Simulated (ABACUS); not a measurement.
## Ta3AsAu2O13 in ABACUS: the effect of functional

Ta3AsAu2O13:

```
Au Ta As O
1.0
     5.27709    3.04672    4.17017
    -5.27709    3.04672    4.17017
     0.00000   -6.09346    4.17017
Au Ta As O
2 3 1 13
Cartesian
  0.0000 0.0000 12.0800
  0.0000 0.0000 9.3960
  -1.8006 1.0396 4.3138
  0.0000 -2.0792 4.3138
  1.8006 1.0396 4.3138
  0.0000 0.0000 6.9906
  -1.3656 0.7884 6.1939
  0.0000 -1.5769 6.1939
  1.3656 0.7884 6.1939
  2.5548 -0.6401 3.6307
  -0.7231 2.5326 3.6307
  -1.8317 -1.8925 3.6307
  1.8317 -1.8925 3.6307
  -2.5548 -0.6401 3.6307
  0.7231 2.5326 3.6307
  -3.3691 1.9451 4.0339
  0.0000 -3.8902 4.0339
  3.3691 1.9451 4.0339
  0.0000 0.0000 3.8582
```

The cell was built by a generator and needn't be a form met in nature.

The cell isn't the ideal one: volume scaled by 1.02.

Alike in all runs:

| Property | Result |
| --- | --- |
| Program | ABACUS 3.10.1 |
| Task | equation of state |
| Potentials or basis | PseudoDojo NC SR 0.4.1 PBE standard |
| Cutoff | 1361 eV |
| Density cutoff | 5442 eV |
| Basis | DZP LCAO (the cutoffs set its grid) |
| k mesh | 3 × 3 × 3 |
| Occupations | fermi-dirac, width 0.05 eV |
| Spin | no spin polarisation |

| functional | gap on the mesh (eV) | pressure (GPa) | largest force (eV/Å) |
| --- | --- | --- | --- |
| LDA | ? | ? | ? |
| PBE | 1.03 | -0.7 | 0.67 |
| PBEsol | 0.96 | -3.2 | 0.62 |
| revPBE | 1.07 | 0.7 | 0.70 |
| BLYP | 1.03 | 2.2 | 1.09 |

Task: What does the run with functional LDA give?

Result: gap on the mesh 0.87 eV; pressure -5.2 GPa; largest force 0.58 eV/Å.

Caveats: the atomic orbitals were generated for these runs and aren't a published set; spin-orbit coupling is left out, which moves the levels of the heavy elements; an odd mesh through Γ misses points on the zone boundary, where band edges often lie; the basis of atomic orbitals isn't converged, which shifts pressures, moduli and gaps; the potentials were made for another functional, which shifts forces and pressure (some runs).
